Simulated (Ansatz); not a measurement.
**C₂H₄BNO: how energies converge with the basis set**

How large a basis does C₂H₄BNO need? Two functionals are run in growing sets.

Program: Ansatz 0.2.0, Gaussian basis. Level of theory: one geometry, several basis sets. These are calculated values, not measurements.

Levels to be run: PBE0-D4/def2-SVP; ωB97M-V/def2-SVP; PBE0-D4/def2-QZVPP; ωB97M-V/def2-QZVPP; the functionals' def2-TZVPP values are taken from earlier runs.

## 1. The geometry

All runs share one geometry, relaxed beforehand with PBE0-D4 in a triple-zeta def2 set.

SMILES `N=C1BCO1`, 9 atoms, charge 0, spin multiplicity 1.

Atoms are counted from 1 here; the program's logs count them from 0.

Bond lengths: N1–C2 1.258 Å, N1–H6 1.016 Å, C2–B3 1.584 Å, C2–O5 1.378 Å, B3–C4 1.567 Å, B3–H7 1.188 Å, C4–O5 1.463 Å, C4–H8 1.095 Å, C4–H9 1.095 Å. Angles: C2–N1–H6 109.6°, N1–C2–B3 145.5°, N1–C2–O5 122.5°, B3–C2–O5 92.0°, C2–B3–C4 83.4°, C2–B3–H7 138.0°, C4–B3–H7 138.6°, B3–C4–O5 89.6°, B3–C4–H8 117.6°, B3–C4–H9 117.6°, O5–C4–H8 111.0°, O5–C4–H9 111.0°, H8–C4–H9 108.6°, C2–O5–C4 95.0°.

Geometry (Å):

```csv
atom,x (Å),y (Å),z (Å)
N1,0.81460,1.98071,0.21901
C2,0.35562,0.81212,0.13704
B3,-0.32517,-0.25905,-0.81099
C4,-0.27833,-1.15769,0.47174
O5,0.34969,-0.05830,1.20532
H6,0.72136,2.44813,-0.67880
H7,-0.68892,-0.33551,-1.93959
H8,0.37231,-2.03767,0.45088
H9,-1.23256,-1.43924,0.92819
```

## 2. PBE0-D4 in def2-SVP

Input file in.yaml:

```yaml
crystal:
  periodic: [false, false, false]
  atoms:
    - {symbol: N, position_ang: [0.814599, 1.980707, 0.219013]}
    - {symbol: C, position_ang: [0.355623, 0.812122, 0.137039]}
    - {symbol: B, position_ang: [-0.325170, -0.259051, -0.810993]}
    - {symbol: C, position_ang: [-0.278327, -1.157688, 0.471738]}
    - {symbol: O, position_ang: [0.349688, -0.058301, 1.205318]}
    - {symbol: H, position_ang: [0.721356, 2.448128, -0.678797]}
    - {symbol: H, position_ang: [-0.688917, -0.335512, -1.939587]}
    - {symbol: H, position_ang: [0.372311, -2.037672, 0.450878]}
    - {symbol: H, position_ang: [-1.232562, -1.439235, 0.928192]}
basis:
  gaussian: {orbitals: def2-SVP}
hamiltonian: {xc: pbe0, dispersion: d4}
output: {orbitals: {seedname: orbitals}}
```

Launch:

```bash
ansatz run in.yaml --threads 2 --pin off --events-out ev --progress --plain --max-ram 4352MiB
```

What it wrote:

```text
Functional definition: PBE0
  name "PBE0"
  cite "Adamo & Barone, J. Chem. Phys. 110, 6158 (1999) doi:10.1063/1.478522"
  cite "Perdew, Burke & Ernzerhof, Phys. Rev. Lett. 77, 3865 (1996) doi:10.1103/PhysRevLett.77.3865"
  parent pbe
  parameter a = 0.25
  parameter kappa = 0.804
  parameter beta = 0.06672455060314922
  exchange = (1 - a)*pbe_x(kappa = kappa, mu = beta*pi^2/3) + a*exact_x
  correlation = pbe_c(beta = beta)
1017 factors; their error is unknown
mean field evaluation 1: about -6333.4317 eV, gradient 4.7e1 eV
mean field evaluation 2: about -6328.5578 eV, gradient 6.4e1 eV
mean field evaluation 4: about -6338.1928 eV, gradient 4.6e0 eV
mean field evaluation 8: about -6338.2373 eV, gradient 1.2e-1 eV
mean field evaluation 16: about -6338.2280 eV, gradient 5.5e-5 eV
mean field -6338.22801846 eV, -232.9255834733 hartree, gradient 5.5e-5 eV, S^2 0.000000; 0 other end points of the search recorded, 0 dependent functions left out
reference -6338.22804173 eV, -232.9255843283 hartree; 18, 18 occupied and 72, 72 virtual orbitals, 1017 factors
Total energy: -6338.35798254 eV, -232.9303595650 hartree
```

It took 1.1 s on 2 threads of Arm Neoverse V2, shared host.

## 3. ωB97M-V in def2-SVP

in.yaml, as its differences from that of step 2:

```diff
@@ -14,3 +14,3 @@
   gaussian: {orbitals: def2-SVP}
-hamiltonian: {xc: pbe0, dispersion: d4}
+hamiltonian: {xc: {name: wB97M-V}}
 output: {orbitals: {seedname: orbitals}}
```

The command is unchanged.

What it wrote, cut to the lines that bear on the results:

```text
Functional definition: wB97M-V
  name "wB97M-V"
  cite "Mardirossian & Head-Gordon, J. Chem. Phys. 144, 214110 (2016) doi:10.1063/1.4952647"
  cite "Becke, J. Chem. Phys. 107, 8554 (1997) doi:10.1063/1.475007"
  cite "Vydrov & Van Voorhis, J. Chem. Phys. 133, 244103 (2010) doi:10.1063/1.3521275"
  # Of w^i u^j: cxij and so on, Table III.
[...]
  gx(w, u) = 1 - cx + cx01*u + cx10*w
  gss(w, u) = css00 + css04*u^4 + css10*w + css20*w^2 + css43*w^4*u^3
  gos(w, u) = cos00 + cos10*w + (cos20 + cos21*u)*w^2 + (cos60 + cos61*u)*w^6
[...]
      + integral(e_c_pw_mod_opposite_spin*gos(b97_w_opposite, b97_u_opposite)) + vv10(b, c)
1017 factors; their error is unknown
238 factors; integrals over basis functions are off by at most 1.2e-5 eV
[...]
mean field -6343.13396124 eV, -233.1058735449 hartree, gradient 2.7e-5 eV, S^2 0.000000; 0 other end points of the search recorded, 0 dependent functions left out
reference -6343.13399724 eV, -233.1058748679 hartree; 18, 18 occupied and 72, 72 virtual orbitals, 1017 factors
Total energy: -6343.13399724 eV, -233.1058748679 hartree
```

Wall time 3.9 s (2 threads of Arm Neoverse V2, shared host).

## 4. PBE0-D4 in def2-QZVPP

in.yaml, as its differences from that of step 3:

```diff
@@ -13,4 +13,4 @@
 basis:
-  gaussian: {orbitals: def2-SVP}
-hamiltonian: {xc: {name: wB97M-V}}
+  gaussian: {orbitals: "def2-QZVPP.json"}
+hamiltonian: {xc: pbe0, dispersion: d4}
 output: {orbitals: {seedname: orbitals}}
```

Same command.

What it wrote:

```text
Functional definition: PBE0
  name "PBE0"
  cite "Adamo & Barone, J. Chem. Phys. 110, 6158 (1999) doi:10.1063/1.478522"
  cite "Perdew, Burke & Ernzerhof, Phys. Rev. Lett. 77, 3865 (1996) doi:10.1103/PhysRevLett.77.3865"
  parent pbe
  parameter a = 0.25
  parameter kappa = 0.804
  parameter beta = 0.06672455060314922
  exchange = (1 - a)*pbe_x(kappa = kappa, mu = beta*pi^2/3) + a*exact_x
  correlation = pbe_c(beta = beta)
1140 factors; their error is unknown
mean field evaluation 1: about -6338.8007 eV, gradient 5.9e1 eV
mean field evaluation 2: about -6332.4674 eV, gradient 7.6e1 eV
mean field evaluation 4: about -6345.7523 eV, gradient 6.5e0 eV
mean field evaluation 8: about -6345.8409 eV, gradient 2.2e-1 eV
mean field evaluation 16: about -6345.8398 eV, gradient 4.9e-5 eV
mean field -6345.83980183 eV, -233.2053113524 hartree, gradient 4.9e-5 eV, S^2 0.000000; 0 other end points of the search recorded, 0 dependent functions left out
reference -6345.83983964 eV, -233.2053127422 hartree; 18, 18 occupied and 387, 387 virtual orbitals, 1140 factors
Total energy: -6345.96978045 eV, -233.2100879789 hartree
```

It took 6 s on 2 threads of Arm Neoverse V2, shared host; peak memory 1 GiB.

## 5. ωB97M-V in def2-QZVPP

in.yaml, as its differences from that of step 4:

```diff
@@ -14,3 +14,3 @@
   gaussian: {orbitals: "def2-QZVPP.json"}
-hamiltonian: {xc: pbe0, dispersion: d4}
+hamiltonian: {xc: {name: wB97M-V}}
 output: {orbitals: {seedname: orbitals}}
```

Launched as before.

What it wrote, cut to the lines that bear on the results:

```text
Functional definition: wB97M-V
  name "wB97M-V"
  cite "Mardirossian & Head-Gordon, J. Chem. Phys. 144, 214110 (2016) doi:10.1063/1.4952647"
  cite "Becke, J. Chem. Phys. 107, 8554 (1997) doi:10.1063/1.475007"
  cite "Vydrov & Van Voorhis, J. Chem. Phys. 133, 244103 (2010) doi:10.1063/1.3521275"
  # Of w^i u^j: cxij and so on, Table III.
[...]
  gx(w, u) = 1 - cx + cx01*u + cx10*w
  gss(w, u) = css00 + css04*u^4 + css10*w + css20*w^2 + css43*w^4*u^3
  gos(w, u) = cos00 + cos10*w + (cos20 + cos21*u)*w^2 + (cos60 + cos61*u)*w^6
[...]
      + integral(e_c_pw_mod_opposite_spin*gos(b97_w_opposite, b97_u_opposite)) + vv10(b, c)
1140 factors; their error is unknown
322 factors; integrals over basis functions are off by at most 1.1e-5 eV
[...]
mean field -6350.99367844 eV, -233.3947128246 hartree, gradient 3.9e-5 eV, S^2 0.000000; 0 other end points of the search recorded, 0 dependent functions left out
reference -6350.99373940 eV, -233.3947150646 hartree; 18, 18 occupied and 387, 387 virtual orbitals, 1140 factors
Total energy: -6350.99373940 eV, -233.3947150646 hartree
```

It took 16 s on 2 threads of Arm Neoverse V2, shared host; peak memory 1.2 GiB.

## 6. Functionals by basis

The def2-TZVPP values come from earlier runs at the same geometry.

```csv
functional,basis,functions,energy (eV),from the largest (eV),HOMO (eV),LUMO (eV)
PBE0-D4,def2-SVP,90,-6338.3580,7.612,-7.53,-2.63
PBE0-D4,def2-TZVPP,211,-6345.6169,0.353,-7.73,-2.73
PBE0-D4,def2-QZVPP,405,-6345.9698,0.000,-7.77,-2.76
ωB97M-V,def2-SVP,90,-6343.1340,7.860,-9.87,-0.52
ωB97M-V,def2-TZVPP,211,-6350.6615,0.332,-10.10,-0.67
ωB97M-V,def2-QZVPP,405,-6350.9937,0.000,-10.14,-0.72
```

## 7. Results

```
                                       quantity          value
PBE0-D4: double and triple zeta above quadruple  7.61, 0.35 eV
ωB97M-V: double and triple zeta above quadruple  7.86, 0.33 eV
```

What this shows: For PBE0-D4 the step from double to triple zeta gains 7.26 eV and the next only 0.35 eV. Total energies overstate the basis error of differences, where much of it tends to cancel.

For PBE0-D4 the largest set took about 6 times as long as the smallest (6 s against 1.1 s).
